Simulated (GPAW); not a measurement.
Runs of GPAW 26.7.0 on RuSe. Symmetry: Pm-3m, No. 221, cubic system. Conventional cell: a = 3.188 Å, b = 3.188 Å, c = 3.188 Å, α = 90.00°, β = 90.00°, γ = 90.00°. Around Ru (site symmetry m-3m) lie 8 Se at 2.76 Å. Around Se (site symmetry m-3m) lie 8 Ru at 2.76 Å. The cell comes from a database or a generator and needn't be the stable form of this composition.

```csv
level,potentials or basis,eigensolver,gap on the mesh (eV),pressure (GPa),relaxed volume (Å³/atom)
LDA,"the program's PAW data sets (release 1.2.1) made for this functional, pw",-,none,0.0,14.44
RPBE,"the program's PAW data sets (release 1.2.1) made for this functional, pw",-,none,0.0,15.61
PBEsol,"PAW data sets generated in the run's folder for this functional, pw",-,none,-0.2,14.73
revPBE,"the program's PAW data sets (release 1.2.1) made for this functional, pw",-,none,0.0,(a)
BLYP,"PAW data sets generated in the run's folder for this functional, pw",davidson,none,0.0,(b)
```

Alike in all rows: task relaxation of cell and atoms; no spin polarisation; cell relaxed; k mesh 8 × 8 × 8; cutoff (eV) 600; smearing fermi-dirac 0.05 eV.

Fill in the values left out.

(a) 15.52; (b) 16.44.

Caveats: later steps reuse the first step's grids.

A k mesh can miss the band edges, and the runs leave out spin-orbit coupling on Ru, Se.

A gap of «none» marks a metal or a gap under the smearing width.

Runs at the PBE level aren't shown here.
